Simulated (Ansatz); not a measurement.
**FGaH₂S₂: how energies converge with the basis set**

An exercise on one series of results from a longer session: the logs are not shown, and one member is left open.

Method: one geometry, several basis sets; program: Ansatz 0.2.0, Gaussian basis.

The runs, in order: PBE0-D4/def2-SVP; ωB97M-V/def2-SVP; PBE0-D4/def2-QZVPP; ωB97M-V/def2-QZVPP; the functionals' def2-TZVPP values are taken from earlier runs.

## Structure used throughout

An earlier PBE0-D4 in a triple-zeta def2 set relaxation fixed the geometry.

SMILES `[F][Ga]([SH])[SH]`, 6 atoms, charge 0, spin multiplicity 1.

Atoms are counted from 1 here; the program's logs count them from 0.

Bond lengths: F1–Ga2 1.750 Å, Ga2–S3 2.182 Å, Ga2–S4 2.179 Å, S3–H5 1.345 Å, S4–H6 1.344 Å. Angles: F1–Ga2–S3 116.5°, F1–Ga2–S4 116.1°, S3–Ga2–S4 127.4°, Ga2–S3–H5 91.7°, Ga2–S4–H6 92.8°.

The first run:

Input file in.yaml:

```yaml
crystal:
  periodic: [false, false, false]
  atoms:
    - {symbol: F, position_ang: [-0.626029, -1.922445, 0.638851]}
    - {symbol: Ga, position_ang: [-0.261857, -0.306596, 0.073455]}
    - {symbol: S, position_ang: [1.824088, 0.322710, 0.197267]}
    - {symbol: S, position_ang: [-1.949505, 0.850235, -0.676120]}
    - {symbol: H, position_ang: [2.192452, -0.860328, 0.720543]}
    - {symbol: H, position_ang: [-1.179148, 1.916424, -0.953997]}
basis:
  gaussian: {orbitals: def2-SVP}
hamiltonian: {xc: pbe0, dispersion: d4}
output: {orbitals: {seedname: orbitals}}
```

On the command line:

```sh
$ ansatz run in.yaml --threads 4 --pin off --events-out ev --progress --plain --max-ram 10444MiB
```

Steps of the session up to this table: PBE0-D4 in def2-SVP; ωB97M-V in def2-SVP; PBE0-D4 in def2-QZVPP; ωB97M-V in def2-QZVPP.

One table of the session follows, with a row left open; its other results are not shown here.

```
functional       basis  HOMO (eV)
   PBE0-D4    def2-SVP      -7.84
   PBE0-D4  def2-TZVPP      -7.97
   PBE0-D4  def2-QZVPP      -8.00
   ωB97M-V    def2-SVP      -9.96
   ωB97M-V  def2-TZVPP     -10.13
   ωB97M-V  def2-QZVPP          ?
```

Q: Estimate the row for ωB97M-V, def2-QZVPP from the others.

The run gave: HOMO (eV): -10.17. In the column «HOMO (eV)» it is the lowest.
